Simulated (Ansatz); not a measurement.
Program: Ansatz.

Input:

```yaml
crystal:
  lattice:
    - [7.67918, 0.0, 0.0]
    - [3.83959, 6.650365, 0.0]
    - [0.0, 0.0, 18.418765]
  atoms:
    - { symbol: H, position: [0.1666667, 0.1666667, 0.0542925] }
    - { symbol: H, position: [0.6666667, 0.1666667, 0.0542925] }
    - { symbol: H, position: [0.1666667, 0.6666667, 0.0542925] }
    - { symbol: H, position: [0.6666667, 0.6666667, 0.0542925] }
    - { symbol: Si, position: [0.1666667, 0.1666667, 0.1357311] }
    - { symbol: Si, position: [0.6666667, 0.1666667, 0.1357311] }
    - { symbol: Si, position: [0.1666667, 0.6666667, 0.1357311] }
    - { symbol: Si, position: [0.6666667, 0.6666667, 0.1357311] }
    - { symbol: Si, position: [-0.16664057, 0.33333926, 0.17626123] }
    - { symbol: Si, position: [0.33223253, 0.33550135, 0.17758312] }
    - { symbol: Si, position: [-0.16451268, 0.83224935, 0.17757042] }
    - { symbol: Si, position: [0.33224744, 0.83226566, 0.17760758] }
    - { symbol: Si, position: [-0.16661291, 0.33347454, 0.30444237] }
    - { symbol: Si, position: [0.33301302, 0.33398265, 0.30490157] }
    - { symbol: Si, position: [-0.16633248, 0.83329128, 0.30488962] }
    - { symbol: Si, position: [0.33296454, 0.83320428, 0.30493412] }
    - { symbol: Si, position: [-0.00691192, 0.01367444, 0.35771783] }
    - { symbol: Si, position: [0.49987189, 0.00014633, 0.34924175], spin: -0.1 }
    - { symbol: Si, position: [-0.00689186, 0.4934797, 0.35772302] }
    - { symbol: Si, position: [0.51363167, 0.49329483, 0.35782374] }
    - { symbol: Ta, position: [0.1667473, 0.66677031, 0.39811602], spin: 0.5 }
magnetization:
  spin_polarized: true
basis:
  ecutwfc: 420.0
kpoints:
  mp_grid: { grid: [2, 2, 1] }
hamiltonian:
  xc: pbe
  pseudopotentials: { kind: paw, azcp: { folder: soft_1 } }
scf:
  occupations: { method: gaussian, width: 0.02 }
  lower_state_search: "off"
  max_iter: 80
neb:
  images: 5
  f_tol: 0.05
  initial_path: linear
  max_iterations: 8
  constraints: [{ sites: [0, 1, 2, 3, 4, 5, 6, 7] }]
  final_atoms:
    - { symbol: H, position: [0.1666667, 0.1666667, 0.0542925] }
    - { symbol: H, position: [0.6666667, 0.1666667, 0.0542925] }
    - { symbol: H, position: [0.1666667, 0.6666667, 0.0542925] }
    - { symbol: H, position: [0.6666667, 0.6666667, 0.0542925] }
    - { symbol: Si, position: [0.1666667, 0.1666667, 0.1357311] }
    - { symbol: Si, position: [0.6666667, 0.1666667, 0.1357311] }
    - { symbol: Si, position: [0.1666667, 0.6666667, 0.1357311] }
    - { symbol: Si, position: [0.6666667, 0.6666667, 0.1357311] }
    - { symbol: Si, position: [-0.16451268, 0.33224932, 0.17757042] }
    - { symbol: Si, position: [0.33224744, 0.33226563, 0.17760758] }
    - { symbol: Si, position: [-0.16664057, 0.83333923, 0.17626123] }
    - { symbol: Si, position: [0.33223253, 0.83550132, 0.17758312] }
    - { symbol: Si, position: [-0.16633248, 0.33329125, 0.30488962] }
    - { symbol: Si, position: [0.33296454, 0.33320425, 0.30493412] }
    - { symbol: Si, position: [-0.16661291, 0.83347451, 0.30444237] }
    - { symbol: Si, position: [0.33301302, 0.83398262, 0.30490157] }
    - { symbol: Si, position: [-0.00689186, -0.00652033, 0.35772302] }
    - { symbol: Si, position: [0.51363167, -0.0067052, 0.35782374] }
    - { symbol: Si, position: [-0.00691192, 0.51367441, 0.35771783] }
    - { symbol: Si, position: [0.49987189, 0.5001463, 0.34924175] }
    - { symbol: Ta, position: [0.1667473, 1.16677028, 0.39811602] }
  order_check: true
  spring: -5.0
```

Command:

```bash
$ ansatz run input.yaml --threads 2 --pin off --max-ram 5120MiB --backend cpu --events-out ev --progress --plain --runs-dir out
```

Question: What happens when this is run?

Answer: The program refused the input.

```
Error: invalid value for `neb.spring`: must be finite and > 0; got -5 eV/Å²
```
